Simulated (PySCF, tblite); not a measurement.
# CH₈O₃Si₃: dynamics, then NMR shifts on frames, part 2 of 2

tblite 0.8.0 and PySCF 2.14.0. Atoms count from 0.

## Step 5: Shielding tensors: 625 fs, PBE0/pcSseg-1

The job: settings as JSON, then the geometry in Å.

```
{"job": {"kind": "nmr", "xc": "PBE0", "basis": "pcSseg-1", "pop": false}, "charge": 0, "multiplicity": 1}
O     -4.630400     1.242000     0.342100
C     -3.527200     1.556800    -0.049900
Si    -2.296900     0.416800    -0.956300
O     -0.929300     0.974300    -0.070200
Si     0.690100     1.217800    -0.079900
O      1.582100    -0.208500    -0.208500
Si     2.178300    -1.684600     0.084200
H     -3.048300     2.600700     0.045600
H     -2.556300    -0.891600    -0.578900
H     -1.888700     0.645400    -2.283600
H      0.993800     1.725700    -1.424000
H      0.827900     1.875800     1.133500
H      1.480100    -2.064700     1.373000
H      3.688700    -1.765800     0.214900
H      1.772500    -2.489400    -1.051200
```

With the program's defaults for keys left out, this is: GIAO PBE0/pcSseg-1 NMR shielding, non-relativistic, gas phase.

Log:

```text
coarse grid: 14176 points
cycle   1  E = -1136.0953871885  dE =  7.429e-01  |g| = 1.239e+00  |ddm| = 3.584e+00
cycle   2  E = -1135.3358320042  dE =  7.596e-01  |g| = 2.325e+00  |ddm| = 2.777e+00
cycle   3  E = -1136.3654245793  dE = -1.030e+00  |g| = 2.271e-01  |ddm| = 2.049e+00
cycle   4  E = -1136.3711495652  dE = -5.725e-03  |g| = 1.571e-01  |ddm| = 2.097e-01
cycle   5  E = -1136.3755433152  dE = -4.394e-03  |g| = 1.782e-02  |ddm| = 1.109e-01
cycle   6  E = -1136.3756041926  dE = -6.088e-05  |g| = 5.377e-03  |ddm| = 1.964e-02
cycle   7  E = -1136.3756091459  dE = -4.953e-06  |g| = 2.365e-03  |ddm| = 5.893e-03
final grid: 123592 points
cycle   8  E = -1136.4442155162  dE =  1.048e-05  |g| = 1.469e-02  |ddm| = 1.575e-02
cycle   9  E = -1136.4441130369  dE =  1.025e-04  |g| = 2.787e-02  |ddm| = 2.377e-02
cycle  10  E = -1136.4442517071  dE = -1.387e-04  |g| = 2.501e-03  |ddm| = 1.607e-02
cycle  11  E = -1136.4442528227  dE = -1.116e-06  |g| = 3.113e-04  |ddm| = 1.758e-03
cycle  12  E = -1136.4442528388  dE = -1.612e-08  |g| = 7.563e-05  |ddm| = 2.840e-04
cycle  13  E = -1136.4442528397  dE = -8.827e-10  |g| = 3.490e-05  |ddm| = 7.524e-05
cycle  14  E = -1136.4442528399  dE = -2.065e-10  |g| = 7.565e-06  |ddm| = 3.056e-05
converged SCF energy = -1136.4442528399

GIAO shielding tensors (ppm)
atom      isotropic    diamagn.    paramagn.     s11        s22        s33       span
  0 O     -595.759     394.691    -990.450  -1634.389   -549.889    397.000   2031.389
  1 C      -58.463     257.999    -316.462   -169.247    -86.318     80.177    249.425
  2 Si     387.533     882.313    -494.780    325.767    398.917    437.914    112.147
  3 O      266.631     403.808    -137.177    195.142    241.349    363.402    168.260
  4 Si     382.793     880.591    -497.797    359.975    383.728    404.677     44.701
  5 O      278.248     401.877    -123.630    228.943    246.252    359.548    130.605
  6 Si     394.707     880.173    -485.466    347.256    371.854    465.012    117.756
  7 H       18.681      26.969      -8.288     11.266     20.315     24.464     13.198
  8 H       27.926      33.050      -5.123     24.157     26.687     32.936      8.779
  9 H       26.880      30.877      -3.998     23.160     25.778     31.702      8.542
 10 H       26.136      30.157      -4.021     22.146     24.918     31.344      9.198
 11 H       27.006      31.353      -4.347     22.638     25.295     33.084     10.446
 12 H       25.681      30.101      -4.420     22.147     24.366     30.530      8.383
 13 H       25.851      27.672      -1.821     22.953     24.285     30.315      7.362
 14 H       26.494      30.695      -4.201     22.948     25.231     31.303      8.355
```

It took 38 s on 1 thread of Arm Neoverse N1, shared host; peak memory 0.84 GiB.

This run: δ C1 245.4, O0 931.8, O3 69.4, O5 57.8, H7 13.04, H12 6.04 ppm.

## Step 6: Shielding tensors: 800 fs, PBE0/pcSseg-1

The job: settings as JSON, then the geometry in Å.

```
{"job": {"kind": "nmr", "xc": "PBE0", "basis": "pcSseg-1", "pop": false}, "charge": 0, "multiplicity": 1}
O     -4.471300     0.481600     1.350800
C     -3.389400     0.848800     1.015800
Si    -2.389300     0.310000    -0.607400
O     -0.863400     0.692500    -0.512500
Si     0.781600     1.150700    -0.653600
O      1.678800    -0.171600    -0.744400
Si     2.449700    -1.497200    -0.190800
H     -2.861700     1.603800     1.686100
H     -2.252700    -1.060100    -0.647000
H     -2.924900     1.112500    -1.731400
H      0.967600     1.851200    -1.903900
H      1.116100     1.851100     0.585700
H      1.706900    -1.743900     1.044200
H      3.858300    -1.170700     0.184100
H      2.424400    -2.413900    -1.290100
```

Method: GIAO PBE0/pcSseg-1 NMR shielding, non-relativistic, gas phase.

Log:

```text
coarse grid: 14176 points
cycle   1  E = -1136.1055544802  dE =  8.571e-01  |g| = 1.244e+00  |ddm| = 3.617e+00
cycle   2  E = -1135.4163120897  dE =  6.892e-01  |g| = 2.259e+00  |ddm| = 2.522e+00
cycle   3  E = -1136.3727816456  dE = -9.565e-01  |g| = 2.192e-01  |ddm| = 1.830e+00
cycle   4  E = -1136.3788537400  dE = -6.072e-03  |g| = 1.390e-01  |ddm| = 1.885e-01
cycle   5  E = -1136.3822212080  dE = -3.367e-03  |g| = 1.858e-02  |ddm| = 9.610e-02
cycle   6  E = -1136.3822916174  dE = -7.041e-05  |g| = 5.083e-03  |ddm| = 2.080e-02
cycle   7  E = -1136.3822962743  dE = -4.657e-06  |g| = 2.060e-03  |ddm| = 5.435e-03
final grid: 123592 points
cycle   8  E = -1136.4522701391  dE =  7.870e-06  |g| = 1.442e-02  |ddm| = 1.554e-02
cycle   9  E = -1136.4521821416  dE =  8.800e-05  |g| = 2.636e-02  |ddm| = 2.235e-02
cycle  10  E = -1136.4523047237  dE = -1.226e-04  |g| = 2.257e-03  |ddm| = 1.491e-02
cycle  11  E = -1136.4523056146  dE = -8.909e-07  |g| = 3.104e-04  |ddm| = 1.513e-03
cycle  12  E = -1136.4523056314  dE = -1.684e-08  |g| = 5.605e-05  |ddm| = 2.893e-04
cycle  13  E = -1136.4523056318  dE = -3.788e-10  |g| = 3.242e-05  |ddm| = 5.693e-05
cycle  14  E = -1136.4523056320  dE = -1.767e-10  |g| = 5.487e-06  |ddm| = 2.455e-05
converged SCF energy = -1136.4523056320

GIAO shielding tensors (ppm)
atom      isotropic    diamagn.    paramagn.     s11        s22        s33       span
  0 O     -572.746     393.806    -966.552  -1597.647   -520.305    399.713   1997.360
  1 C      -55.047     256.791    -311.838   -162.869    -79.812     77.542    240.411
  2 Si     401.608     882.008    -480.400    359.637    379.677    465.510    105.874
  3 O      273.867     402.012    -128.146    239.982    259.831    321.787     81.805
  4 Si     392.881     880.182    -487.302    384.140    394.319    400.183     16.044
  5 O      292.917     400.045    -107.128    227.004    277.683    374.064    147.061
  6 Si     389.030     880.086    -491.056    342.866    365.497    458.727    115.862
  7 H       19.326      29.543     -10.218     14.822     19.971     23.186      8.364
  8 H       27.309      32.577      -5.267     22.279     26.435     33.213     10.934
  9 H       26.334      28.180      -1.846     22.341     25.176     31.486      9.145
 10 H       26.678      29.193      -2.515     23.036     24.810     32.189      9.152
 11 H       26.360      30.803      -4.443     22.697     24.680     31.702      9.005
 12 H       26.125      31.160      -5.035     22.283     25.265     30.827      8.544
 13 H       26.186      28.171      -1.985     23.119     24.737     30.702      7.584
 14 H       26.679      29.585      -2.906     23.133     25.201     31.703      8.570
```

Wall time 37 s (1 thread of Arm Neoverse N1, shared host); peak memory 0.83 GiB.

In short: δ C1 242.0, O0 908.8, O3 62.2, O5 43.2, H7 12.39, H12 5.59 ppm.

## Step 7: NMR shieldings: 1000 fs, PBE0/pcSseg-1

The job: settings as JSON, then the geometry in Å.

```
{"job": {"kind": "nmr", "xc": "PBE0", "basis": "pcSseg-1", "pop": false}, "charge": 0, "multiplicity": 1}
O     -3.647500     0.620800     1.693400
C     -2.563400     0.354700     1.269500
Si    -1.938900     0.297000    -0.548700
O     -0.659200     1.245000    -0.565800
Si     0.956800     1.298600    -0.879900
O      1.693900    -0.090900    -0.727900
Si     2.048800    -1.572100    -0.079100
H     -1.767400     0.139600     2.005600
H     -1.550600    -1.114700    -0.736700
H     -3.104400     0.784500    -1.397700
H      1.166100     1.528000    -2.277600
H      1.460000     2.151600     0.221000
H      1.756800    -1.408000     1.331600
H      3.457200    -1.712500    -0.500700
H      1.175400    -2.618600    -0.580700
```

Level: GIAO PBE0/pcSseg-1 NMR shielding, non-relativistic, gas phase.

Log:

```text
coarse grid: 14176 points
cycle   1  E = -1136.1231322528  dE =  9.003e-01  |g| = 1.221e+00  |ddm| = 3.623e+00
cycle   2  E = -1135.4912718784  dE =  6.319e-01  |g| = 2.180e+00  |ddm| = 2.492e+00
cycle   3  E = -1136.3787235746  dE = -8.875e-01  |g| = 2.295e-01  |ddm| = 1.817e+00
cycle   4  E = -1136.3860013621  dE = -7.278e-03  |g| = 1.317e-01  |ddm| = 1.929e-01
cycle   5  E = -1136.3890204502  dE = -3.019e-03  |g| = 1.799e-02  |ddm| = 9.523e-02
cycle   6  E = -1136.3890888047  dE = -6.835e-05  |g| = 4.194e-03  |ddm| = 2.026e-02
cycle   7  E = -1136.3890923215  dE = -3.517e-06  |g| = 1.333e-03  |ddm| = 4.983e-03
final grid: 123592 points
cycle   8  E = -1136.4594693846  dE =  4.111e-06  |g| = 1.387e-02  |ddm| = 1.711e-02
cycle   9  E = -1136.4593903678  dE =  7.902e-05  |g| = 2.506e-02  |ddm| = 2.104e-02
cycle  10  E = -1136.4595013735  dE = -1.110e-04  |g| = 2.376e-03  |ddm| = 1.423e-02
cycle  11  E = -1136.4595023803  dE = -1.007e-06  |g| = 2.852e-04  |ddm| = 1.632e-03
cycle  12  E = -1136.4595023945  dE = -1.419e-08  |g| = 6.596e-05  |ddm| = 2.777e-04
cycle  13  E = -1136.4595023954  dE = -8.786e-10  |g| = 2.354e-05  |ddm| = 7.201e-05
converged SCF energy = -1136.4595023954

GIAO shielding tensors (ppm)
atom      isotropic    diamagn.    paramagn.     s11        s22        s33       span
  0 O     -578.269     393.967    -972.236  -1612.622   -531.304    409.118   2021.740
  1 C      -53.395     257.298    -310.693   -167.106    -81.841     88.763    255.868
  2 Si     401.490     880.414    -478.924    361.163    393.322    449.986     88.824
  3 O      278.780     401.999    -123.218    248.313    266.476    321.552     73.239
  4 Si     391.369     880.827    -489.458    370.720    397.527    405.860     35.140
  5 O      285.961     400.706    -114.745    219.650    269.217    369.015    149.365
  6 Si     386.089     879.969    -493.879    341.502    360.476    456.290    114.789
  7 H       19.558      32.867     -13.309     14.941     20.164     23.570      8.629
  8 H       26.367      31.640      -5.273     22.003     26.808     30.289      8.287
  9 H       26.257      27.486      -1.229     23.232     24.420     31.120      7.887
 10 H       26.697      29.277      -2.579     22.579     24.865     32.649     10.069
 11 H       26.185      29.715      -3.531     22.309     24.432     31.814      9.505
 12 H       26.311      31.300      -4.989     22.932     24.988     31.014      8.082
 13 H       26.098      27.937      -1.840     22.465     24.587     31.241      8.776
 14 H       26.481      30.677      -4.197     23.274     25.460     30.708      7.434
```

Wall time 36 s (1 thread of Arm Neoverse N1, shared host); peak memory 0.84 GiB.

Key values: δ C1 240.3, O0 914.3, O3 57.3, O5 50.1, H7 12.16, H13 5.62 ppm.

## Step 8: Side by side: NMR shifts

Shifts (ppm) of some atoms, chosen among heavy atoms and hydrogens apart, with basis size and wall time:

| frame | H11 | H8 | O0 | O3 | O5 | Si4 | Si2 | functions | time |
| --- | --- | --- | --- | --- | --- | --- | --- | --- | --- |
| 250 fs | 6.01 | 5.83 | 903.2 | 59.4 | 52.2 | -41.1 | -57.2 | 180 | 49 s |
| 425 fs | 5.22 | 6.06 | 917.8 | 56.9 | 43.6 | -44.4 | -61.8 | 180 | 36 s |
| 625 fs | 4.71 | 3.79 | 931.8 | 69.4 | 57.8 | -33.6 | -38.4 | 180 | 38 s |
| 800 fs | 5.36 | 4.41 | 908.8 | 62.2 | 43.2 | -43.7 | -52.4 | 180 | 37 s |
| 1000 fs | 5.53 | 5.35 | 914.3 | 57.3 | 50.1 | -42.2 | -52.3 | 180 | 36 s |

## Step 9: What came out

The summary covers parts 1 to 2.

```
                                       quantity                                                value
                                     thermostat                                                300 K
                  mean temperature, second half                                                342 K
        mean potential energy above the minimum                                              0.49 eV
 ¹³C shifts against TMS (PBE0/pcSseg-1, 250 fs)                                            236.2 ppm
  ¹H shifts against TMS (PBE0/pcSseg-1, 250 fs)  12.03, 6.01, 5.98, 5.94, 5.83, 5.73, 5.46, 5.33 ppm
 ¹⁷O shifts against H2O (PBE0/pcSseg-1, 250 fs)                                903.2, 59.4, 52.2 ppm
²⁹Si shifts against TMS (PBE0/pcSseg-1, 250 fs)                              -41.1, -46.0, -57.2 ppm
          surface potential, 1st and 99th percentile                                   -1.42 V and 1.60 V
                       range of the shift of O0                                   903.2 to 931.8 ppm
```

In words: In the second half the potential energy averages 0.49 eV above the minimum; equipartition over 39 harmonic modes at 300 K would give 0.50 eV. With 15 atoms the temperature swings widely (160 to 446 K). Shifts at one fixed geometry are not the observed spectrum, which averages over the motion. In the first frame run (250 fs): The widest tensor belongs to O0: span 1993 ppm, with a paramagnetic part of -961 ppm. By nearest atom (PBE0/pcSseg-1), the HOMO sits on O0 51 %; H7 15 % and the LUMO on C1 41 %; O0 31 %. Across the 5 runs the shift of O0 moves most, between 903.2 (250 fs) and 931.8 ppm (625 fs).
